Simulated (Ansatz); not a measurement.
This script drives Ansatz's Python interface.

The script, `field_ch3fssi.py`:
```python
"""Dipole of CH3FSSi in the field of point charges."""

import warnings

import ansatz
import numpy as np

params = {
    "basis": "def2-SVPD",
    "method": "MP2",
}


def main() -> None:
    warnings.simplefilter("ignore", ansatz.DeckWarning)

    molecule = (
        ansatz.Crystal.molecule()
        .atom("F", (-1.9037, 0.0724, 0.4039))
        .atom("C", (-0.8069, 0.0895, -0.387))
        .atom("Si", (0.7644, 0.1985, 0.4269))
        .atom("S", (-0.0553, -1.4199, -0.7055))
        .atom("H", (-0.9645, 0.7301, -1.2559))
        .atom("H", (1.0014, -0.3367, 1.8047))
        .atom("H", (2.0258, 0.5981, -0.3328))
    )

    job = (
        molecule.calculation()
        .basis(gaussian=params["basis"])
        .correlation(params["method"])
        .forces()
    )
    # charges +q and -q at -R and +R make a nearly even field 2 k q / R^2 at the centre
    centre = np.mean([site.position_ang for site in molecule.cartesian_sites], axis=0)
    field = 2 * 14.399645 * 2.0 / 25.0 ** 2


    def dipole(axis, sign):
        arm = 25.0 * np.eye(3)[axis]
        pair = [{"charge": sign * 2.0, "position_ang": (centre - arm).tolist()}, {"charge": -sign * 2.0, "position_ang": (centre + arm).tolist()}]
        deck = job.input().set(ansatz.key.basis.gaussian.point_charges, pair)
        return np.array(ansatz.Session.from_dict(deck).plan().execute().report["charge_distribution"]["dipole_moment_e_ang"])


    print(f"field {field:.4f} V/A")
    alpha = np.array([(dipole(axis, 1) - dipole(axis, -1)) / (2 * field) * 14.399645 for axis in range(3)])
    print("polarisability tensor (A^3)")
    print(np.array2string(alpha, precision=3, suppress_small=True))
    print(f"mean {np.trace(alpha) / 3:.3f} A^3 = {np.trace(alpha) / 3 / 0.14818471:.2f} bohr^3")


if __name__ == "__main__":
    main()
```

It is started by `python field_ch3fssi.py`. Estimate its wall time and peak memory on 1 thread of Arm Neoverse V1 (shared host).

It took about 36 s, with a peak of 0.37 GiB, for 6 runs of the engine.

Running `python field_ch3fssi.py` prints:
```text
field 0.0922 V/A
polarisability tensor (A^3)
[[8.831 0.816 0.695]
 [0.816 9.304 1.23 ]
 [0.712 1.219 8.47 ]]
mean 8.869 A^3 = 59.85 bohr^3
```

The geometry is a force-field or estimated start, not a minimum of this method, and the basis set is short of its limit. The field of two point charges is only nearly even.
